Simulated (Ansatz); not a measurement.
Run this with Ansatz 0.2.0 through its Python package and show what comes out.

`freq_geh7psi.py`
```python
# -*- coding: utf-8 -*-
"""Vibrations of GeH7PSi."""

import ansatz as az
from ase import Atoms
from ase.thermochemistry import IdealGasThermo
import numpy as np

GEOMETRY = """
Si   -1.17380    0.78580   -0.92270
Ge   -0.06360   -0.80640    0.21640
P     1.43170    0.19100    1.58490
H    -2.12750    0.20740   -1.83300
H    -0.27580    1.62590   -1.74360
H    -1.92070    1.71540    0.02310
H     0.70540   -1.71670   -0.78820
H    -1.01090   -1.63150    1.05260
H     2.19210   -1.02900    1.88560
H     2.32620    0.60690    0.52760
"""


def main():
    geometry = az.Crystal.molecule()
    for line in GEOMETRY.strip().splitlines():
        symbol, *xyz = line.split()
        geometry = geometry.atom(symbol, [float(v) for v in xyz])

    base = (
        geometry.calculation()
        .basis(gaussian="def2-SVP")
        .functional("pbe")
    )
    symbols = [site.symbol for site in geometry.cartesian_sites]
    start = np.array([site.position_ang for site in geometry.cartesian_sites], dtype=float)
    data = base.relax(force_tolerance=0.003).run().report
    end = np.array(data["positions_ang"])

    print("bond        before    after (A)")
    for i, j in [(0, 1), (0, 3), (0, 4), (0, 5), (1, 2), (1, 6), (1, 7), (2, 8), (2, 9)]:
        d0, d1 = (np.linalg.norm(xyz[i] - xyz[j]) for xyz in (start, end))
        print(f"{symbols[i]}{i}-{symbols[j]}{j}".ljust(10), f"{d0:8.4f} {d1:8.4f}")

    # frequencies need a stationary point, so they are taken at the relaxed geometry
    minimum = az.Crystal.molecule()
    for symbol, xyz in zip(symbols, end):
        minimum = minimum.atom(symbol, xyz.tolist())
    vibrating = (
        minimum.calculation()
        .basis(gaussian="def2-SVP")
        .functional("pbe")
        .phonons(temperatures=(200, 600, 100))
    )
    vib = vibrating.run().report["vibrations"]
    sums = vib["harmonic_sums"]
    modes = [m["omega_inv_cm"] for m in sums["modes_at_gamma"] if m["rigid_motion"] == "no"]
    print("frequencies (1/cm):", " ".join(f"{w:.0f}" for w in modes))
    print("imaginary modes:", sum(w < 0 for w in modes), " zero-point energy:", round(sums["zero_point_energy_ev"], 4), "eV")
    # rigid rotor and ideal gas, symmetry number taken as one
    gas = IdealGasThermo(vib_energies=[w / 8065.544 for w in modes if w > 0], geometry="linear" if len(modes) == 3 * len(symbols) - 5 else "nonlinear",
                         atoms=Atoms(symbols, positions=end), symmetrynumber=1, spin=0.0)
    print(f"H(298 K) - E = {gas.get_enthalpy(298.15, verbose=False):.4f} eV")
    print(f"S(298 K, 1 bar) = {96485.33 * gas.get_entropy(298.15, 1e5, verbose=False):.1f} J/(mol K) with symmetry number 1")


if __name__ == "__main__":
    main()
```

Running `python freq_geh7psi.py` prints:
```text
bond        before    after (A)
Si0-Ge1      2.2506   2.3974
Si0-H3       1.4397   1.5056
Si0-H4       1.4785   1.5056
Si0-H5       1.5220   1.5047
Ge1-P2       2.2591   2.3573
Ge1-H6       1.5586   1.5567
Ge1-H7       1.5091   1.5550
P2-H8        1.4687   1.4423
P2-H9        1.4460   1.4422
frequencies (1/cm): 81 87 112 322 326 354 458 460 600 622 691 732 824 846 903 906 1050 2045 2066 2154 2169 2174 2309 2327
imaginary modes: 0  zero-point energy: 1.5262 eV
H(298 K) - E = 1.7567 eV
S(298 K, 1 bar) = 360.7 J/(mol K) with symmetry number 1
```

Notes:
- The frequencies are harmonic and unscaled, in a modest basis. The result belongs to the one conformer reached from this start, and soft torsions count as harmonic oscillators.
- The entropy takes a symmetry number of 1; a symmetric molecule's is lower by R ln(sigma).
- Wall time of the script: 2 min on 1 thread of Arm Neoverse V2, with other jobs on the host, peak memory 0.27 GiB.

(A comment or docstring line of the script was reworded after the run, the code is as it ran; lines on the test bed's own set-up are left out of the output.)
